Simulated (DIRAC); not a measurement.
# BeBr+: M06-L/dyall-av3z (DC-spinfree, uncontracted yes)

What is the energy change on altering one bond length of BeBr+ at M06-L/dyall-av3z (DC-spinfree, uncontracted yes)? 

The results are computed with DIRAC 26.1 (patched).

13 further runs of the same task are left out: 13 set aside as unsound or not needed.

## Step 1: The system as given

The species is BeBr+ (2 atoms), meant as a singlet with charge +1. The shape was relaxed beforehand at PBE0/X2C-1eSO.

Bond lengths: Be1–Br2 1.860 Å.

## Step 2: The energy at M06-L/dyall-av3z (DC-spinfree, uncontracted yes)

File BeBr.xyz:

```xyz
2
geometry
Be      0.00000000      0.00000000      0.00000000
Br      0.00000000      0.00000000      1.85971013
```

File job.inp:

```
**DIRAC
.WAVE FUNCTION
.PROPERTIES
**HAMILTONIAN
.SPINFREE
.DFTAUTO
M06L
**INTEGRALS
*READIN
.UNCONTRACT
**WAVE FUNCTION
.SCF
**PROPERTIES
.DIPOLE
**MOLECULE
*BASIS
.DEFAULT
dyall.av3z
*CHARGE
.CHARGE
 1
*END OF
```

Started as:

```
$ pam --inp=job.inp --mol=BeBr.xyz --noarch --mw=163 --aw=368
```

What it wrote:

```text
[...]
   for large components
[...]
 Ordinary (field-free non-relativistic) Hamiltonian integrals not calculated.
[...]
Full group is:  C(oo,v)
Represented as: C2v
[...]
* Using the automatic differentiation xc functional:
[...]
   Total charge of atoms =  39
[...]
 * Number of fermion irreps: 1
[...]
 WARNING : linear symmetry is not implemented for spinfree yet
           continue calculation in lower symmetry
[...]
It.    1    -1496.975064792      0.00D+00  0.00D+00  0.00D+00               0.30436102s   Atom. scrpot
[...]
It.   14    -2621.146092556     -2.41D-11 -5.22D-05  2.14D-08   DIIS   9   16.54300000s   LL SL
[...]
* Convergence after   14 iterations.
[...]
                                   TOTAL ENERGY
                                   ------------
   Charge of molecule : 1
   Electronic energy                        :    -2660.9828515058002
   Other contributions to the total energy
   Nuclear repulsion energy                 :       39.8367510511759
   SS Coulombic correction                  :        0.0000078990586
[...]
   Total energy                             :    -2621.1460925555657
[...]
  * Closed shell, f = 1.0000
    -490.556776240  ( 2)        -64.458958487  ( 2)        -56.746162683  ( 2)         -9.231182857  ( 2)         -6.758434045  ( 2)
      -4.357617003  ( 2)         -2.704305475  ( 2)         -2.698787824  ( 2)         -0.984782433  ( 2)         -0.588237458  ( 2)
  * Virtual eigenvalues, f = 0.0000
      -0.377521560  ( 2)         -0.144785580  ( 2)         -0.124800182  ( 2)         -0.078262955  ( 2)         -0.074781232  ( 2)
[...]
  * Closed shell, f = 1.0000
     -56.744708486  ( 2)         -6.753294018  ( 2)         -2.702458962  ( 2)         -0.507582740  ( 2)
  * Virtual eigenvalues, f = 0.0000
      -0.265116052  ( 2)         -0.101512808  ( 2)         -0.055254826  ( 2)         -0.038836093  ( 2)         -0.007793087  ( 2)
       0.101358938  ( 2)          0.131114941  ( 2)          0.190721790  ( 2)          0.215703411  ( 2)          0.255905541  ( 2)
[...]
  * Closed shell, f = 1.0000
     -56.744708486  ( 2)         -6.753294018  ( 2)         -2.702458962  ( 2)         -0.507582740  ( 2)
  * Virtual eigenvalues, f = 0.0000
      -0.265116052  ( 2)         -0.101512808  ( 2)         -0.055254826  ( 2)         -0.038836093  ( 2)         -0.007793087  ( 2)
       0.101358938  ( 2)          0.131114941  ( 2)          0.190721790  ( 2)          0.215703411  ( 2)          0.255905541  ( 2)
[...]
  * Closed shell, f = 1.0000
      -2.698787969  ( 2)
  * Virtual eigenvalues, f = 0.0000
      -0.070730788  ( 2)          0.036796499  ( 2)          0.234100020  ( 2)          0.257207882  ( 2)          0.413742559  ( 2)
       0.773765576  ( 2)          1.143745893  ( 2)          1.279517375  ( 2)          1.667320877  ( 2)          1.986925846  ( 2)
[...]
* HOMO - LUMO gap:
    E(LUMO) :    -0.37752156 au (symmetry A1 )
  - E(HOMO) :    -0.50758274 au (symmetry B1 )
  ------------------------------------------
    gap     :     0.13006118 au
[...]
* Dipole moment:
          Electronic               Nuclear                  Total
          contribution             contribution             contribution
----------------------------------------------------------------------------
x         0.00000000 Debye         0.00000000 Debye         0.00000000 Debye
y         0.00000000 Debye         0.00000000 Debye         0.00000000 Debye
z        -8.48486755 Debye        -0.02508571 Debye        -8.50995326 Debye
----------------------------------------------------------------------------
[...]
```

It took 3.9 min on 1 thread of Intel Xeon 6975P-C (Granite Rapids), shared host; peak memory 0.1 GiB.

## Step 3: The distorted shape

File mol.xyz:

```xyz
2
BeBr
Be      0.00000000      0.00000000     -0.37160000
Br      0.00000000      0.00000000      1.85800000
```

File scf.inp:

```
# energy
**DIRAC
.WAVE FUNCTION
.PROPERTIES
**HAMILTONIAN
.SPINFREE
.DFTAUTO
M06L
**INTEGRALS
*READIN
.UNCONTRACT
**WAVE FUNCTION
.SCF
**PROPERTIES
.DIPOLE
**MOLECULE
*BASIS
.DEFAULT
dyall.av3z
*CHARGE
.CHARGE
 1
**END OF INPUT
```

Started as:

```
$ pam --inp=scf.inp --mol=mol.xyz --noarch --mw=163 --aw=368
```

What it wrote:

```text
[...]
   for large components
[...]
 Ordinary (field-free non-relativistic) Hamiltonian integrals not calculated.
[...]
Full group is:  C(oo,v)
Represented as: C2v
[...]
* Using the automatic differentiation xc functional:
[...]
   Total charge of atoms =  39
[...]
 * Number of fermion irreps: 1
[...]
 WARNING : linear symmetry is not implemented for spinfree yet
           continue calculation in lower symmetry
[...]
It.    1    -1501.526119212      0.00D+00  0.00D+00  0.00D+00               0.29358301s   Atom. scrpot
[...]
It.   15    -2621.110350175     -1.96D-11  1.26D-06  4.54D-08   DIIS   9   15.40600000s   LL SL
[...]
* Convergence after   15 iterations.
[...]
                                   TOTAL ENERGY
                                   ------------
   Charge of molecule : 1
   Electronic energy                        :    -2654.3382045730709
   Other contributions to the total energy
   Nuclear repulsion energy                 :       33.2278478095443
   SS Coulombic correction                  :        0.0000065886075
[...]
   Total energy                             :    -2621.1103501749189
[...]
  * Closed shell, f = 1.0000
    -490.541369509  ( 2)        -64.442152093  ( 2)        -56.731017341  ( 2)         -9.212889556  ( 2)         -6.744561741  ( 2)
      -4.404908072  ( 2)         -2.688439364  ( 2)         -2.677011364  ( 2)         -0.944959840  ( 2)         -0.556475003  ( 2)
  * Virtual eigenvalues, f = 0.0000
      -0.398927251  ( 2)         -0.199229138  ( 2)         -0.127837643  ( 2)         -0.097740505  ( 2)         -0.071337791  ( 2)
[...]
  * Closed shell, f = 1.0000
     -56.727314881  ( 2)         -6.732712779  ( 2)         -2.685711610  ( 2)         -0.472482559  ( 2)
  * Virtual eigenvalues, f = 0.0000
      -0.290476471  ( 2)         -0.097621420  ( 2)         -0.056278029  ( 2)         -0.035900654  ( 2)         -0.020313806  ( 2)
       0.101697612  ( 2)          0.130452402  ( 2)          0.191676556  ( 2)          0.210282704  ( 2)          0.246326510  ( 2)
[...]
  * Closed shell, f = 1.0000
     -56.727314881  ( 2)         -6.732712779  ( 2)         -2.685711610  ( 2)         -0.472482559  ( 2)
  * Virtual eigenvalues, f = 0.0000
      -0.290476471  ( 2)         -0.097621420  ( 2)         -0.056278029  ( 2)         -0.035900654  ( 2)         -0.020313806  ( 2)
       0.101697612  ( 2)          0.130452402  ( 2)          0.191676556  ( 2)          0.210282704  ( 2)          0.246326510  ( 2)
[...]
  * Closed shell, f = 1.0000
      -2.677011423  ( 2)
  * Virtual eigenvalues, f = 0.0000
      -0.065310838  ( 2)          0.036843037  ( 2)          0.231956929  ( 2)          0.243414237  ( 2)          0.420203702  ( 2)
       0.734493230  ( 2)          1.151112468  ( 2)          1.229553253  ( 2)          1.683198067  ( 2)          1.965277601  ( 2)
[...]
* HOMO - LUMO gap:
    E(LUMO) :    -0.39892725 au (symmetry A1 )
  - E(HOMO) :    -0.47248256 au (symmetry B1 )
  ------------------------------------------
    gap     :     0.07355531 au
[...]
* Dipole moment:
          Electronic               Nuclear                  Total
          contribution             contribution             contribution
----------------------------------------------------------------------------
x         0.00000000 Debye         0.00000000 Debye         0.00000000 Debye
y         0.00000000 Debye         0.00000000 Debye         0.00000000 Debye
z       -10.48950609 Debye        -0.03007517 Debye       -10.51958127 Debye
----------------------------------------------------------------------------
[...]
```

Run time: 4 min. Hardware: 1 thread of Intel Xeon 6975P-C (Granite Rapids), shared host; peak memory 0.1 GiB.

## Step 4: Outcome

Level: M06-L/dyall-av3z (DC-spinfree, uncontracted yes).

| quantity | value |
| --- | --- |
| first shape: total energy | -2621.14609 Eh |
| first shape: HOMO energy | -13.81 eV |
| first shape: LUMO energy | -10.27 eV |
| first shape: HOMO–LUMO gap | 3.54 eV |
| distorted shape: total energy | -2621.11035 Eh |
| distorted shape: HOMO energy | -12.86 eV |
| distorted shape: LUMO energy | -10.86 eV |
| distorted shape: HOMO–LUMO gap | 2.00 eV |
| energy change with the Be1–Br2 bond stretched from 1.860 to 2.230 Å | 0.973 eV |

In words: With the Be1–Br2 bond stretched from 1.860 to 2.230 Å the energy rises by 0.97 eV (22.4 kcal/mol). The first shape isn't relaxed at this level, so the change isn't measured from a minimum.
